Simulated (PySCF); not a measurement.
# C₇H₉N: geometry, NMR shifts, spin-spin couplings and electronic excitations

What NMR shifts, spin-spin couplings and electronic excitations should C₇H₉N (`C=C(C)n1cccc1`) show?

Programs: PySCF 2.14.0, with density-fitted response routines of our own. Each step states its level of theory. These are calculated values for one molecule in the gas phase, unless marked as measured. Atoms count from 0, in the outputs and in this text.

### 1 The molecule as given

17 atoms, charge 0, multiplicity 1; geometry from: GFN2-xTB.

Bonds of the start (Å): C0–C1 1.33, C1–C2 1.50, C1–N3 1.40, N3–C4 1.37, C4–C5 1.36, C5–C6 1.41, C6–C7 1.36, C7–N3 1.37, C0–H8 1.07, C0–H9 1.07, C2–H10 1.09, C2–H11 1.09, C2–H12 1.09, C4–H13 1.07, C5–H14 1.07, C6–H15 1.07, C7–H16 1.07.

### 2 Geometry optimisation at PBE0-D3(BJ)/def2-SVP

What the job is given:

```
{"job": {"xc": "PBE0", "basis": "def2-SVP", "d3": "d3bj", "grid": 1, "kind": "geom"}, "charge": 0, "multiplicity": 1}
C     -1.557523    -0.089221    -1.601620
C     -1.080398    -0.055634    -0.360184
C     -1.997244    -0.076192     0.827568
N      0.285311     0.004348    -0.071672
C      0.842861     0.023557     1.179154
C      2.199151     0.097687     1.061032
C      2.493803     0.126232    -0.319618
C      1.305046     0.067188    -0.983856
H     -0.935353    -0.077627    -2.476663
H     -2.616480    -0.129190    -1.777956
H     -1.857535     0.816451     1.435676
H     -1.805673    -0.950873     1.447695
H     -3.030387    -0.109489     0.495330
H      0.251200    -0.016959     2.070222
H      2.905529     0.128919     1.867036
H      3.468055     0.185067    -0.763568
H      1.122638     0.067768    -2.038487
```

**Question.** This job is followed by: GIAO PBE0/pcSseg-1 NMR shielding, non-relativistic, gas phase; B3LYP/pcJ-1 indirect spin-spin coupling, non-relativistic, gas phase; TDDFT CAM-B3LYP/def2-SVPD, vertical, gas phase, core orbitals frozen in the response; GIAO PBE/pcSseg-1 NMR shielding, non-relativistic, gas phase. What will the session give for the following? point group; rotational constants (main isotopes); ¹³C shifts against TMS (PBE0/pcSseg-1, means over atoms taken as alike); ¹H shifts against TMS (PBE0/pcSseg-1, means over atoms taken as alike); ¹⁵N shifts against NH3 (PBE0/pcSseg-1); largest coupling of the table (B3LYP/pcJ-1); lowest singlet (CAM-B3LYP/def2-SVPD); brightest single state of those computed; lowest triplet; vertical ionisation energy (ΔSCF); range of the shift of N3.

**Answer**, as computed:

| quantity | value |
| --- | --- |
| point group | Cs |
| rotational constants (main isotopes) | 4.68, 1.67, 1.24 GHz |
| ¹³C shifts against TMS (PBE0/pcSseg-1, means over atoms taken as alike) | 145.9, 120.2, 116.1, 98.4, 22.2 ppm |
| ¹H shifts against TMS (PBE0/pcSseg-1, means over atoms taken as alike) | 6.96, 6.32, 5.16, 4.61, 2.13 ppm |
| ¹⁵N shifts against NH3 (PBE0/pcSseg-1) | 211.3 ppm |
| largest coupling of the table (B3LYP/pcJ-1) | ¹J(C,H) C4–H13, 194.7 Hz |
| lowest singlet (CAM-B3LYP/def2-SVPD) | 5.20 eV (238 nm), f = 0.089 |
| brightest single state of those computed | state 2, 5.52 eV, f = 0.302 |
| lowest triplet | 3.65 eV |
| vertical ionisation energy (ΔSCF) | 8.18 eV |
| range of the shift of N3 | 211.3 to 217.8 ppm |

In words: The optimisation took 4 steps and gained 0.062 eV; among the close pairs (by a distance rule), C0–H8 changed most, from 1.074 to 1.090 Å. At PBE0/pcSseg-1: Shielding is most anisotropic at C1 (span 206 ppm, paramagnetic term -214 ppm). In the run at B3LYP/pcJ-1, the largest coupling of the table is C4–H13 (mean over like pairs), 194.7 Hz, of which the Fermi-contact term gives 193.4 Hz. Couplings across rotatable bonds belong to this one conformer; where others are populated, the observed values are averages. The lowest singlet, at 5.20 eV, is HOMO→LUMO 0.97 and is bright; of the 10 states computed, the strongest absorption comes from state 2 at 5.52 eV. The lowest triplet lies 1.55 eV below the lowest singlet (triplets in Tamm-Dancoff, singlets in full TDDFT). The orbital energy would give 7.49 eV for ionisation, ΔSCF gives 8.18 eV. In ppm, N3 moves most: its shift spreads over 6.5 ppm, from 211.3 (PBE0/pcSseg-1) to 217.8 (PBE/pcSseg-1).
